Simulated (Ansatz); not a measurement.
Working through a relaxation of cell and ions of W, space group Pm-3n

With Ansatz 0.2.0, Python API.

Run as a notebook:

**Cell 1**
```python
import warnings

import ansatz as az
from ase import Atoms
from ase.data import atomic_numbers
from ase.neighborlist import neighbor_list
import numpy as np
import spglib
```

**Cell 2**
```python
def edges_and_angles(cell):
    cell = np.asarray(cell)
    a, b, c = np.linalg.norm(cell, axis=1)
    cosines = cell[1] @ cell[2] / (b * c), cell[0] @ cell[2] / (a * c), cell[0] @ cell[1] / (a * b)
    return (a, b, c, *np.degrees(np.arccos(cosines)))
```

**Cell 3**
```python
warnings.simplefilter("ignore", az.DeckWarning)

lattice = az.Lattice.of(
    (5.083, 0.0, 0.0),
    (0.0, 5.083, 0.0),
    (0.0, 0.0, 5.083),
)
sites = [
    ("W", (0.0, 0.0, 0.0)),
    ("W", (0.5, 0.5, 0.5)),
    ("W", (0.0, 0.5, 0.25)),
    ("W", (0.0, 0.5, 0.75)),
    ("W", (0.25, 0.0, 0.5)),
    ("W", (0.75, 0.0, 0.5)),
    ("W", (0.5, 0.75, 0.0)),
    ("W", (0.5, 0.25, 0.0)),
]
crystal = az.Crystal(lattice=lattice)
for symbol, position in sites:
    crystal = crystal.atom(symbol, position)
```

**Cell 4**
```python
# a pressure is positive in compression
calc = (
    crystal.calculation()
    .kpoints(5)
    .functional("lda")
    .basis(510)
    .occupations("fermi_dirac")
    .relax(force_tolerance=0.05, pressure=300 * az.kbar, stress_tolerance=0.05)
    .band_table()
)
steps = []
```

**Cell 5**
```python
def collect(event):
    if event["event"] == "relax_step":
        steps.append(event["data"])


result = calc.session().plan().execute(on_event=collect)
r = result.report
```

**Cell 6**
```python
{key: value for key, value in r.items() if isinstance(value, (int, float)) and "ev" in key}
```
Output:
```text
{'gap_by_band_count_ev': -0.7798999939401092,
 'fermi_energy_ev': 24.33403549325502,
 'harris_foulkes_ev': -81037.24361227224,
 'scf_correction_max_component_ev_ang': 4.338734978715565e-30,
 'free_energy_ev': -81037.24361227227,
 'internal_energy_ev': -81037.14650602252,
 'lagrangian_ev': -81037.24361227227,
 'energy_sigma0_ev': -81037.19505914739,
 'lagrangian_sigma0_ev': -81037.19505914739,
 'lagrangian_above_aufbau_ev': -0.04610320105100813,
 'entropy_ts_ev': 0.09710624975903825,
 'loop_fermi_energy_ev': 24.33403549325502,
 'occupations_fermi_energy_ev': 24.33403549325469}
```

**Cell 7**
```python
print("step   energy (eV)     max comp. (eV/A)   P (GPa)  SCF")
for s in steps:
    print(f"{s['step']:4d} {s['lagrangian_ev']:15.5f} {s['allowed_force_max_ev_ang']:12.4f} {s['pressure_gpa']:10.3f} {s['n_scf']:5d}")
```
Output:
```text
step   energy (eV)     max comp. (eV/A)   P (GPa)  SCF
   1    -81037.77334       0.0000    -14.359     6
   2    -81036.63142       0.0000     41.320     5
   3    -81037.34019       0.0000     27.980     5
   4    -81037.24391       0.0000     30.016     3
   5    -81037.24361       0.0000     30.018     5
```

**Cell 8**
```python
first, last = steps[0], steps[-1]
symbols = [site.symbol for site in result.lattice.sites]
print(f"energy gained {first['lagrangian_ev'] - last['lagrangian_ev']:.4f} eV in {len(steps) - 1} steps")
for label, vectors in (("before", first["cell_ang"]), ("after", result.lattice.cell_ang)):
    print(label, "a b c (A) {:.4f} {:.4f} {:.4f}  angles {:.2f} {:.2f} {:.2f}".format(*edges_and_angles(vectors)), f" V = {abs(np.linalg.det(vectors)):.3f} A^3")
print("final stress xx yy zz (GPa, compression positive):", np.round(np.diag(r["stress_gpa"]), 3) + 0.0)
```
Output:
```text
energy gained -0.5297 eV in 4 steps
before a b c (A) 5.0830 5.0830 5.0830  angles 90.00 90.00 90.00  V = 131.329 A^3
after a b c (A) 4.8742 4.8742 4.8742  angles 90.00 90.00 90.00  V = 115.803 A^3
final stress xx yy zz (GPa, compression positive): [30.018 30.018 30.018]
```

**Cell 9**
```python
print("atom   start x y z (A)              end x y z (A)")
for symbol, a, b in zip(symbols, first["positions_ang"], last["positions_ang"]):
    print(f"{symbol:3s}", " ".join(f"{v:8.4f}" for v in a), "  ", " ".join(f"{v:8.4f}" for v in b))
```
Output:
```text
atom   start x y z (A)              end x y z (A)
W     0.0000   0.0000   0.0000     -0.0000  -0.0000   0.0000
W     2.5415   2.5415   2.5415      2.4371   2.4371   2.4371
W     0.0000   2.5415   1.2708     -0.0000   2.4371   1.2186
W     0.0000   2.5415   3.8123     -0.0000   2.4371   3.6557
W     1.2708   0.0000   2.5415      1.2186  -0.0000   2.4371
W     3.8123   0.0000   2.5415      3.6557  -0.0000   2.4371
W     2.5415   3.8123   0.0000      2.4371   3.6557  -0.0000
W     2.5415   1.2708   0.0000      2.4371   1.2186  -0.0000
```

**Cell 10**
```python
final = Atoms(symbols, positions=last["positions_ang"], cell=result.lattice.cell_ang, pbc=True)
i, j, d = neighbor_list("ijd", final, 4.5)
print("neighbours within 1.15 times the shortest distance of each atom (A)")
for atom in range(len(final)):
    near = [m for m in np.argsort(d) if i[m] == atom]
    shell = [m for m in near if d[m] < 1.15 * d[near[0]]]
    print(f"{symbols[atom]}{atom} ({len(shell)}):", ", ".join(f"{symbols[j[m]]} {d[m]:.3f}" for m in shell))
```
Output:
```text
neighbours within 1.15 times the shortest distance of each atom (A)
W0 (12): W 2.725, W 2.725, W 2.725, W 2.725, W 2.725, W 2.725, W 2.725, W 2.725, W 2.725, W 2.725, W 2.725, W 2.725
W1 (12): W 2.725, W 2.725, W 2.725, W 2.725, W 2.725, W 2.725, W 2.725, W 2.725, W 2.725, W 2.725, W 2.725, W 2.725
W2 (6): W 2.437, W 2.437, W 2.725, W 2.725, W 2.725, W 2.725
W3 (6): W 2.437, W 2.437, W 2.725, W 2.725, W 2.725, W 2.725
W4 (6): W 2.437, W 2.437, W 2.725, W 2.725, W 2.725, W 2.725
W5 (6): W 2.437, W 2.437, W 2.725, W 2.725, W 2.725, W 2.725
W6 (6): W 2.437, W 2.437, W 2.725, W 2.725, W 2.725, W 2.725
W7 (6): W 2.437, W 2.437, W 2.725, W 2.725, W 2.725, W 2.725
```

**Cell 11**
```python
print("relaxed fractional positions")
for site in result.lattice.sites:
    print(f"  {site.symbol:2s}", " ".join(f"{v % 1:8.5f}" for v in np.round(site.position_frac, 5)))
```
Output:
```text
relaxed fractional positions
  W   0.00000  0.00000  0.00000
  W   0.50000  0.50000  0.50000
  W   0.00000  0.50000  0.25000
  W   0.00000  0.50000  0.75000
  W   0.25000  0.00000  0.50000
  W   0.75000  0.00000  0.50000
  W   0.50000  0.75000  0.00000
  W   0.50000  0.25000  0.00000
```

**Cell 12**
```python
fractions = [site.position_frac for site in result.lattice.sites]
numbers = [atomic_numbers[s] for s in symbols]
for tolerance in (1e-3, 1e-2, 1e-1):
    print(f"space group at {tolerance} A:", spglib.get_spacegroup((result.lattice.cell_ang, fractions, numbers), symprec=tolerance))

print(f"free energy      {r['free_energy_ev']:.5f} eV")
print(f"per atom         {r['free_energy_ev'] / len(result.lattice.sites):.5f} eV")
print(f"SCF iterations   {r['n_iterations']}  (converged: {r['converged']})")
```
Output:
```text
space group at 0.001 A: Pm-3n (223)
space group at 0.01 A: Pm-3n (223)
space group at 0.1 A: Pm-3n (223)
free energy      -81037.24361 eV
per atom         -10129.65545 eV
SCF iterations   5  (converged: True)
```

**Cell 13**
```python
terms = r["components"]
{name: round(terms[name], 3) for name in ("e_kinetic", "e_hartree", "e_xc", "e_local", "e_nonlocal", "e_ewald", "e_paw") if name in terms}
```
Output:
```text
{'e_kinetic': 3649.206,
 'e_hartree': 1621.305,
 'e_xc': -2136.128,
 'e_local': -4399.854,
 'e_nonlocal': 56.586,
 'e_ewald': -13348.858,
 'e_paw': -66481.67}
```

**Cell 14**
```python
gap = None if "band_edges_ev" not in r else r["band_edges_ev"][1] - r["band_edges_ev"][0]
print("gap on the k mesh:", "withheld (metal, or smearing too wide to tell)" if gap is None else f"{gap:.3f} eV")
print("lowest empty less highest filled band, by band count:", round(r["gap_by_band_count_ev"], 3), "eV")
```
Output:
```text
gap on the k mesh: withheld (metal, or smearing too wide to tell)
lowest empty less highest filled band, by band count: -0.78 eV
```

Caveats:
- Absolute energies stand on the zero of these potentials, so only differences at equal settings mean something.
- Forces vanish by symmetry, so the ions can't move, and the end may be a saddle.
- The energy terms are those on the plane-wave grid, with the one-centre PAW part apart; the terms shown are only some of the summands, so they needn't add up to F.
- Part of the cell is held or a pressure is applied, so the end point needn't be the zero-pressure lattice.
- At a fixed pressure a relaxation lowers the enthalpy F + PV, while F alone can rise.
- The mesh is modest for a metal, so energies can be off by several to tens of meV an atom and pressures by half a GPa or more; differences at equal mesh fare better.
- An absolute Fermi energy rests on an arbitrary zero of the periodic potential and has no direct meaning.
- Energies along a relaxation are free energies. Rows at an unchanged volume are solved on a plane-wave basis chosen afresh for that cell, so the energy can jump there; the script counts such rows among its steps.
- A gap by band count of zero or less means overlapping bands, a metal.
- Symmetry holds the cell in this phase, whether or not it is the stable one at this pressure.
- This isn't the structure that W takes at ambient conditions.
- Levels are Kohn-Sham eigenvalues on this mesh, without spin-orbit coupling.
- Timing: 40 s on 1 thread of Arm Neoverse V1 (shared host), peak memory 0.53 GiB.
